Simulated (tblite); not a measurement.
# C6H7FGe: the cost of one run

Programs: tblite 0.8.0 and PySCF 2.14.0, with density-fitted response routines of our own. Each step states its level of theory. These are calculated values for one molecule in the gas phase, unless marked as measured. Atoms count from 0, in the outputs and in this text.

**1. The molecule as given**

15 atoms, charge 0, multiplicity 1; geometry from: force field or distance geometry start.

Bonds of the start (Å): C0–C1 1.21, C1–Ge2 1.88, Ge2–C3 1.91, C3–F4 1.37, C3–C5 1.31, C5–C6 1.47, C6–C7 1.53, C6–Ge2 1.90, C0–H8 1.05, Ge2–H9 1.54, C5–H10 1.11, C6–H11 1.14, C7–H12 1.10, C7–H13 1.12, C7–H14 1.10.

**2. Geometry optimisation with GFN2-xTB**

Job settings and geometry (Å):

```
{"job": {"kind": "relax", "xc": "GFN2-xTB", "basis": "xTB"}, "charge": 0, "multiplicity": 1}
C      2.442200     0.305900     1.999900
C      1.788900    -0.301600     1.180700
Ge     0.773500    -1.260300    -0.079300
C      0.549500    -0.386000    -1.757000
F      1.449900    -0.125800    -2.752500
C     -0.731900    -0.123600    -1.658300
C     -1.023200    -0.690200    -0.335900
C     -1.438100     0.364300     0.686900
H      2.990700     0.849800     2.714000
H      1.042200    -2.779500    -0.127800
H     -1.406400     0.388500    -2.368400
H     -1.785600    -1.530900    -0.379200
H     -0.847700     0.244900     1.606000
H     -2.511000     0.166000     0.960000
H     -1.297400     1.380700     0.289000
```

Launch:

```console
OMP_NUM_THREADS=1 python probes_run.py task.json out
```

The driver reads the jobs from task.json and runs them one after another.

Q: Estimate the wall time of this first job on 1 thread of Arm Neoverse N1, shared host.

About 1.2 s.
